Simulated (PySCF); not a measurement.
# CH6AsB (SMILES CB[AsH2]): SVWN5/6-31G(d) (spherical functions)

What is the vertical ionisation energy of CH6AsB at SVWN5/6-31G* (spherical functions)? The job is set up through a Python script.

The calculation is run with PySCF 2.14.0.

## 1. The system as given

CH6AsB: 9 atoms, total charge 0, spin state singlet. As SMILES, `CB[AsH2]`. The shape comes from GFN2-xTB, which is rough for such elements, and wasn't checked as a minimum. This is one conformer, not always the lowest.

Bond lengths: C1–B2 1.567 Å, B2–As3 2.036 Å, C1–H4 1.093 Å, C1–H5 1.088 Å, C1–H6 1.093 Å, B2–H7 1.174 Å, As3–H8 1.508 Å, As3–H9 1.507 Å. Some angles: C1–B2–As3 119.8°, C1–B2–H7 120.1°, As3–B2–H7 120.2°, B2–C1–H4 110.0°, B2–C1–H5 115.5°, B2–C1–H6 110.4°, B2–As3–H8 92.4°, B2–As3–H9 92.0°, H4–C1–H5 107.7°, H4–C1–H6 104.9°.

## 2. The energy at SVWN5/6-31G(d) (spherical functions)

File input.py:

```python
# CB[AsH2]
from pyscf import gto, dft

molecule = gto.Mole()
molecule.atom = [
    ('C', (-0.669400, 0.978610, -0.753440)),
    ('B', (0.372700, -0.061900, -0.219080)),
    ('As', (-0.027060, -1.111450, 1.478610)),
    ('H', (-1.622760, 0.482480, -0.953920)),
    ('H', (-0.378410, 1.512160, -1.655940)),
    ('H', (-0.894950, 1.721140, 0.016000)),
    ('H', (1.377420, -0.239500, -0.800340)),
    ('H', (0.478160, -2.398890, 0.876330)),
    ('H', (1.364310, -0.882660, 2.011790)),
]
molecule.verbose = 3
molecule.max_memory = 1860
molecule.basis = '6-31g*'
molecule.spin = 0
molecule.build()

ks = dft.RKS(molecule, xc='svwn')
ks.grids.level = 8
ks.conv_tol = 1e-10
ks.kernel()
if not ks.converged:
    ks = ks.newton().run(ks.mo_coeff, ks.mo_occ)

e_tot = ks.e_tot
print('E(%s) = %.9f' % ('SVWN5', e_tot))
```

The run is started by

```bash
$ OMP_NUM_THREADS=1 python input.py
```

Log:

```text
converged SCF energy = -2298.13266676509
E(SVWN5) = -2298.132666765
```

Wall time 34 s (1 thread of Arm Neoverse V2, shared host); peak memory 0.28 GiB.

## 3. The doublet cation

File job.py:

```python
from pyscf import gto, dft

mol = gto.Mole()
mol.atom = [
    ('C', (-0.669400, 0.978610, -0.753440)),
    ('B', (0.372700, -0.061900, -0.219080)),
    ('As', (-0.027060, -1.111450, 1.478610)),
    ('H', (-1.622760, 0.482480, -0.953920)),
    ('H', (-0.378410, 1.512160, -1.655940)),
    ('H', (-0.894950, 1.721140, 0.016000)),
    ('H', (1.377420, -0.239500, -0.800340)),
    ('H', (0.478160, -2.398890, 0.876330)),
    ('H', (1.364310, -0.882660, 2.011790)),
]
mol.basis = '6-31g*'
mol.charge = 1
mol.spin = 1
mol.max_memory = 1860
mol.verbose = 3
mol.build()

myscf = dft.UKS(mol, xc='svwn')
myscf.conv_tol = 1e-10
myscf.grids.level = 8
myscf.kernel()
if not myscf.converged:
    myscf = myscf.newton().run(myscf.mo_coeff, myscf.mo_occ)

energy = myscf.e_tot
print('E(%s) = %.9f' % ('SVWN5', energy))
```

The run is started by

```bash
$ OMP_NUM_THREADS=1 python job.py
```

Log:

```text
converged SCF energy = -2297.79461523116  <S^2> = 0.75116135  2S+1 = 2.001161
E(SVWN5) = -2297.794615231
```

Run time: 58 s. Hardware: 1 thread of Arm Neoverse V2, shared host; peak memory 0.28 GiB.

## 4. Outcome

Level: SVWN5/6-31G* (spherical functions).

| quantity | value |
| --- | --- |
| singlet CH6AsB: total energy | -2298.13267 Eh |
| singlet CH6AsB: dipole moment | 1.32 D |
| singlet CH6AsB: HOMO energy | -5.88 eV |
| singlet CH6AsB: LUMO energy | -2.63 eV |
| singlet CH6AsB: HOMO–LUMO gap | 3.25 eV |
| doublet cation: total energy | -2297.79462 Eh |
| doublet cation: HOMO energy (highest over α and β) | -13.24 eV |
| doublet cation: LUMO energy (lowest over α and β) | -12.46 eV |
| doublet cation: ⟨S²⟩ | 0.751 |
| vertical ionisation energy (to the doublet cation) | 9.199 eV |

**Reading.** The vertical ionisation energy comes to 9.20 eV (212 kcal/mol). −ε(HOMO) before ionisation, 5.88 eV, is 3.32 eV below this ionisation energy. Mulliken charges (singlet CH6AsB) run from -0.67 on C1 to +0.21 on H4. Mulliken charges (doublet cation) run from -0.69 on C1 to +0.28 on H5; they depend strongly on the basis.
